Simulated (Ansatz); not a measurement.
Crystal: Ta3AsAu2O13.

```
Ta As Au O
1.0
     5.45204    0.00000    0.00000
    -2.72602    4.72161    0.00000
     0.00000    0.00000    9.57902
Ta As Au O
3 1 2 13
Direct
  0.00000 0.00000 0.19408
  0.00000 0.00000 0.80592
  0.66667 0.33333 0.00000
  0.00000 0.00000 0.50000
  0.33333 0.66667 0.27428
  0.33333 0.66667 0.72572
  0.00000 0.00000 0.00000
  0.23947 0.97129 0.36402
  0.02871 0.26818 0.36402
  0.73182 0.76053 0.36402
  0.23947 0.97129 0.63598
  0.02871 0.26818 0.63598
  0.73182 0.76053 0.63598
  0.38452 0.33425 0.85844
  0.66575 0.05026 0.85844
  0.94974 0.61548 0.85844
  0.38452 0.33425 0.14156
  0.66575 0.05026 0.14156
  0.94974 0.61548 0.14156
```

The cell was built by a generator and needn't be a form met in nature.

- Program: Ansatz 0.2.0
- Task: relaxation of cell and atoms
- Functional: PBEsol
- Potentials or basis: Ansatz PAW
- Cutoff: 420 eV (not typed: the program's choice for these potentials)
- k mesh: 4 × 4 × 2
- Occupations: fermi-dirac, width 0.05 eV
- Spin: no spin polarisation

At the start: volume 12.98 Å³/atom.

**Question.** How do energy, volume and symmetry change on relaxing?

**Answer.** It ends after 10 steps and the volume is 12.50 Å³/atom (-3.7 %); space group P-6 (No. 174, to 0.05 Å).

The path:
```
step  energy change (eV)  largest force (eV/Å)  volume (Å³)
   1              0.0000                0.2846       246.59
   2             -0.2397                0.1575       236.51
   3             -0.2540                0.1144       236.84
   4             -0.2626                0.1685       237.43
   5             -0.2641                0.0733       237.77
   6             -0.2646                0.0276       237.96
   7             -0.2647                0.0082       237.99
   8             -0.2317                0.0071       237.99
   9             -0.2339                0.0033       237.58
  10             -0.2327                0.0033       237.58
```

Final structure:
```cif
data_structure
_symmetry_space_group_name_H-M 'P 1'
_symmetry_Int_Tables_number 1
_cell_length_a 5.3821
_cell_length_b 5.3821
_cell_length_c 9.4707
_cell_angle_alpha 90.000
_cell_angle_beta 90.000
_cell_angle_gamma 120.000
_cell_volume 237.58
loop_
_atom_site_label
_atom_site_type_symbol
_atom_site_fract_x
_atom_site_fract_y
_atom_site_fract_z
_atom_site_occupancy
Ta1 Ta 0.00000 0.00000 0.19608 1
Ta2 Ta 0.00000 0.00000 0.80392 1
Ta3 Ta 0.66667 0.33333 0.00000 1
As1 As 0.00000 0.00000 0.50000 1
Au1 Au 0.33333 0.66667 0.26612 1
Au2 Au 0.33333 0.66667 0.73388 1
O1 O 0.00000 0.00000 0.00000 1
O2 O 0.23407 0.95652 0.36376 1
O3 O 0.04348 0.27755 0.36376 1
O4 O 0.72245 0.76593 0.36376 1
O5 O 0.23407 0.95652 0.63624 1
O6 O 0.04348 0.27755 0.63624 1
O7 O 0.72245 0.76593 0.63624 1
O8 O 0.38614 0.33952 0.85830 1
O9 O 0.66048 0.04662 0.85830 1
O10 O 0.95338 0.61386 0.85830 1
O11 O 0.38614 0.33952 0.14170 1
O12 O 0.66048 0.04662 0.14170 1
O13 O 0.95338 0.61386 0.14170 1
```

Caveat: the plane-wave basis is chosen anew once the cell has moved, so the energies of steps on either side of that aren't comparable; the pressure holds a Pulay correction of +0.7 GPa for the finite cutoff; the PAW data sets come from PBE, with cores solved anew for the run's functional, which leaves a small shift of forces and pressure.
